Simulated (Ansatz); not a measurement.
# CBF₃O: a spread of methods and bases

Aim: run CBF₃O under a spread of inputs, and see what each costs and gives.

The runs use Ansatz 0.2.0, Gaussian basis; the settings change from run to run.

## (1) The geometry

An earlier r2SCAN-D4/def2-SVP relaxation fixed the geometry.

6 atoms, charge 0, spin multiplicity 1.

Atoms are counted from 1 here; the program's logs count them from 0.

Bond lengths: B1–F4 1.317 Å, B1–F5 1.318 Å, B1–F6 1.317 Å, C2–O3 1.130 Å. Angles: F4–B1–F5 119.9°, F4–B1–F6 119.9°, F5–B1–F6 119.9°.

## (2) revPBE/cc-pVTZ-DK

Options: charge -1, multiplicity 2, a point charge of 2.00 e beside it, D3(BJ) dispersion.

in.yaml reads:

```yaml
crystal:
  periodic: [false, false, false]
  atoms:
    - {symbol: B, position_ang: [-0.022449, 0.003355, -1.051667]}
    - {symbol: C, position_ang: [0.034511, -0.005104, 1.606652]}
    - {symbol: O, position_ang: [0.058393, -0.008449, 2.736599]}
    - {symbol: F, position_ang: [1.292527, -0.025701, -1.125137]}
    - {symbol: F, position_ang: [-0.656770, 1.158053, -1.081566]}
    - {symbol: F, position_ang: [-0.706212, -1.122154, -1.084881]}
basis:
  gaussian: {orbitals: cc-pVTZ-DK, point_charges: [{charge: 2.00, position_ang: [5.566, 0.404, 0.623]}]}
total_charge: -1
magnetization: {spin_polarized: true, initial_magnetization: 1}
hamiltonian: {xc: {name: revPBE}, dispersion: d3bj}
output: {forces: true}
```

Launch:

```console
$ ansatz run in.yaml --threads 4 --pin off --events-out ev --progress --plain --max-ram 3916MiB
```

Output:

```text
Functional definition: revPBE
  name "revPBE"
  cite "Zhang & Yang, Phys. Rev. Lett. 80, 890 (1998) doi:10.1103/PhysRevLett.80.890"
  cite "Perdew, Burke & Ernzerhof, Phys. Rev. Lett. 77, 3865 (1996) doi:10.1103/PhysRevLett.77.3865"
  parameter kappa = 1.245
  parameter beta = 0.06672455060314922
  exchange = pbe_x(kappa = kappa, mu = beta*pi^2/3)
  correlation = pbe_c(beta = beta)
983 factors; their error is unknown
mean field evaluation 1: about -11925.5412 eV, gradient 2.6e1 eV
mean field evaluation 2: about -11909.6692 eV, gradient 5.9e1 eV
mean field evaluation 4: about -11928.6163 eV, gradient 6.0e0 eV
mean field evaluation 8: about -11928.7924 eV, gradient 4.2e-1 eV
mean field evaluation 16: about -11928.7486 eV, gradient 3.5e-3 eV
mean field evaluation 32: about -11928.7486 eV, gradient 5.3e-6 eV
mean field -11928.74861173 eV, -438.3734258849 hartree, gradient 5.3e-6 eV, S^2 0.751966; 7 other end points of the search recorded, 0 dependent functions left out
the calculation of the forces begins
reference -11928.74865854 eV, -438.3734276052 hartree; 24, 23 occupied and 156, 157 virtual orbitals, 983 factors
Total energy: -11928.95104105 eV, -438.3808650250 hartree
Relativity: scalar
Atom 0 at    -0.022449     0.003355    -1.051667 Å, force    -1.044974    -0.017489     1.685332 eV/Å
Atom 1 at     0.034511    -0.005104     1.606652 Å, force     0.346660     0.079908    -8.579273 eV/Å
Atom 2 at     0.058393    -0.008449     2.736599 Å, force     0.278615    -0.016689     8.333441 eV/Å
Atom 3 at     1.292527    -0.025701    -1.125137 Å, force     2.087658    -0.029849    -0.488585 eV/Å
Atom 4 at    -0.656770     1.158053    -1.081566 Å, force    -0.316647     0.971335    -0.451212 eV/Å
Atom 5 at    -0.706212    -1.122154    -1.084881 Å, force    -0.339396    -0.910883    -0.496403 eV/Å
Dipole moment:    -0.384495    -0.026664    -1.009807 e Å
```

It took 5 s on 4 threads of Arm Neoverse V2, shared host.

Largest force 8.587 eV/Å, ⟨S²⟩ 0.752.

## (3) BHLYP/def2-SVPD

This run has charge -1, multiplicity 2, D3(BJ) with three-body dispersion.

in.yaml, as its differences from that of step 2:

```diff
@@ -10,6 +10,6 @@
 basis:
-  gaussian: {orbitals: cc-pVTZ-DK, point_charges: [{charge: 2.00, position_ang: [5.566, 0.404, 0.623]}]}
+  gaussian: {orbitals: def2-SVPD}
 total_charge: -1
 magnetization: {spin_polarized: true, initial_magnetization: 1}
-hamiltonian: {xc: {name: revPBE}, dispersion: d3bj}
-output: {forces: true}
+hamiltonian: {xc: {name: BHLYP}, dispersion: d3bjatm}
+scf: {omitted_lower_state_checks: [starts]}
```

Same command.

Output (excerpt; [...] marks lines left out):

```text
Functional definition: BHLYP
  name "BHLYP"
  cite "Becke, J. Chem. Phys. 98, 1372 (1993) doi:10.1063/1.464304"
  cite "Becke, Phys. Rev. A 38, 3098 (1988) doi:10.1103/PhysRevA.38.3098"
  cite "Lee, Yang & Parr, Phys. Rev. B 37, 785 (1988) doi:10.1103/PhysRevB.37.785"
[...]
1178 factors; their error is unknown
[...]
mean field -11900.65804805 eV, -437.3411167102 hartree, gradient 8.7e-7 eV, S^2 0.754391; 0 other end points of the search recorded, 0 dependent functions left out
reference -11900.65822329 eV, -437.3411231500 hartree; 24, 23 occupied and 108, 109 virtual orbitals, 1178 factors
Total energy: -11900.76476128 eV, -437.3450383490 hartree
Checks for a lower state left out: starts
```

Run time: 22 s. Hardware: 4 threads of Arm Neoverse V2, shared host; peak memory 0.55 GiB.

⟨S²⟩ 0.754.

## (4) rPW86-PBE/def2-SVPD

This run has rVV10 dispersion.

in.yaml, as its differences from that of step 3:

```diff
@@ -11,5 +11,3 @@
   gaussian: {orbitals: def2-SVPD}
-total_charge: -1
-magnetization: {spin_polarized: true, initial_magnetization: 1}
-hamiltonian: {xc: {name: BHLYP}, dispersion: d3bjatm}
-scf: {omitted_lower_state_checks: [starts]}
+hamiltonian: {xc: {name: rPW86-PBE}, dispersion: rvv10}
+output: {forces: true}
```

The command is unchanged.

Output (excerpt; [...] marks lines left out):

```text
Functional definition: rPW86-PBE+rVV10
  name "rPW86-PBE+rVV10"
  cite "Murray, Lee & Langreth, J. Chem. Theory Comput. 5, 2754 (2009) doi:10.1021/ct900365q"
  cite "Perdew, Burke & Ernzerhof, Phys. Rev. Lett. 77, 3865 (1996) doi:10.1103/PhysRevLett.77.3865"
  cite "Vydrov & Van Voorhis, J. Chem. Phys. 133, 244103 (2010) doi:10.1063/1.3521275"
  cite "Sabatini, Gorni & de Gironcoli, Phys. Rev. B 87, 041108(R) (2013) doi:10.1103/PhysRevB.87.041108"
  parent "pbe"
[...]
1068 factors; their error is unknown
[...]
mean field -11922.31506330 eV, -438.1369973409 hartree, gradient 3.8e-5 eV, S^2 0.000000; 0 other end points of the search recorded, 0 dependent functions left out
[...]
reference -11922.31519528 eV, -438.1370021911 hartree; 23, 23 occupied and 109, 109 virtual orbitals, 1068 factors
Total energy: -11922.31519528 eV, -438.1370021911 hartree
Atom 0 at    -0.022449     0.003355    -1.051667 Å, force    -0.006082     0.011090     0.068611 eV/Å
Atom 1 at     0.034511    -0.005104     1.606652 Å, force    -0.022655     0.004642    -1.052242 eV/Å
Atom 2 at     0.058393    -0.008449     2.736599 Å, force     0.023535    -0.003703     1.108071 eV/Å
Atom 3 at     1.292527    -0.025701    -1.125137 Å, force     0.806978    -0.013586    -0.059140 eV/Å
Atom 4 at    -0.656770     1.158053    -1.081566 Å, force    -0.378744     0.692158    -0.030472 eV/Å
Atom 5 at    -0.706212    -1.122154    -1.084881 Å, force    -0.423031    -0.690600    -0.034828 eV/Å
Dipole moment:     0.004617    -0.000826     0.206477 e Å
```

It took 2.8 s on 4 threads of Arm Neoverse V2, shared host.

Largest force 1.108 eV/Å, dipole 0.99 D.

## (5) SPW92/ANO-RCC-VTZP

in.yaml, as its differences from that of step 4:

```diff
@@ -10,4 +10,4 @@
 basis:
-  gaussian: {orbitals: def2-SVPD}
-hamiltonian: {xc: {name: rPW86-PBE}, dispersion: rvv10}
+  gaussian: {orbitals: ANO-RCC-VTZP}
+hamiltonian: {xc: {name: SPW92}}
 output: {forces: true}
```

The command is unchanged.

Output (excerpt; [...] marks lines left out):

```text
Functional definition: SPW92
  name "SPW92"
  cite "Dirac, Proc. Camb. Phil. Soc. 26, 376 (1930) doi:10.1017/S0305004100016108"
  cite "Slater, Phys. Rev. 81, 385 (1951) doi:10.1103/PhysRev.81.385"
  cite "Perdew & Wang, Phys. Rev. B 45, 13244 (1992) doi:10.1103/PhysRevB.45.13244"
[...]
1330 factors; their error is unknown
[...]
mean field -11846.67283547 eV, -435.3571967404 hartree, gradient 4.2e-5 eV, S^2 0.000000; 0 other end points of the search recorded, 0 dependent functions left out
[...]
reference -11846.67290000 eV, -435.3571991116 hartree; 23, 23 occupied and 157, 157 virtual orbitals, 1330 factors
Total energy: -11846.67290000 eV, -435.3571991116 hartree
Relativity: scalar
Atom 0 at    -0.022449     0.003355    -1.051667 Å, force    -0.005013     0.010572     0.117757 eV/Å
Atom 1 at     0.034511    -0.005104     1.606652 Å, force     0.009478    -0.000043     0.466322 eV/Å
Atom 2 at     0.058393    -0.008449     2.736599 Å, force    -0.013120     0.001464    -0.625604 eV/Å
Atom 3 at     1.292527    -0.025701    -1.125137 Å, force    -0.228604     0.009039     0.018316 eV/Å
Atom 4 at    -0.656770     1.158053    -1.081566 Å, force     0.121028    -0.217136     0.012262 eV/Å
Atom 5 at    -0.706212    -1.122154    -1.084881 Å, force     0.116231     0.196103     0.010946 eV/Å
Dipole moment:     0.004808    -0.000855     0.215507 e Å
```

It took 2 s on 4 threads of Arm Neoverse V2, shared host.

Largest force 0.626 eV/Å, dipole 1.04 D.

## (6) All runs side by side

```csv
level,charge,multiplicity,geometry,functions,energy (eV),time
revPBE/cc-pVTZ-DK,-1,2,"relaxed, point charge",180,-11928.951,5 s
BHLYP/def2-SVPD,-1,2,relaxed,132,-11900.765,22 s
rPW86-PBE/def2-SVPD,0,1,relaxed,132,-11922.315,2.8 s
SPW92/ANO-RCC-VTZP,0,1,relaxed,180,-11846.673,2 s
```

## (7) Summary of results

```
                                         quantity                    value
                                             runs                        4
                                         quickest  SPW92/ANO-RCC-VTZP, 2 s
                                          slowest    BHLYP/def2-SVPD, 22 s
spread of total energies, same state and geometry                  75.6 eV
                  dipole, same state and geometry           0.99 to 1.04 D
```

In words: BHLYP/def2-SVPD took 10 times as long as SPW92/ANO-RCC-VTZP. The jobs differ in tasks and options as well as level. Total energies at one charge and spin differ by 76 eV between levels, so only differences within one level mean anything. At the r2SCAN-D4/def2-SVP geometry and in the same state, the sound runs without point charges leave forces up to 1.11 eV/Å (rPW86-PBE/def2-SVPD).
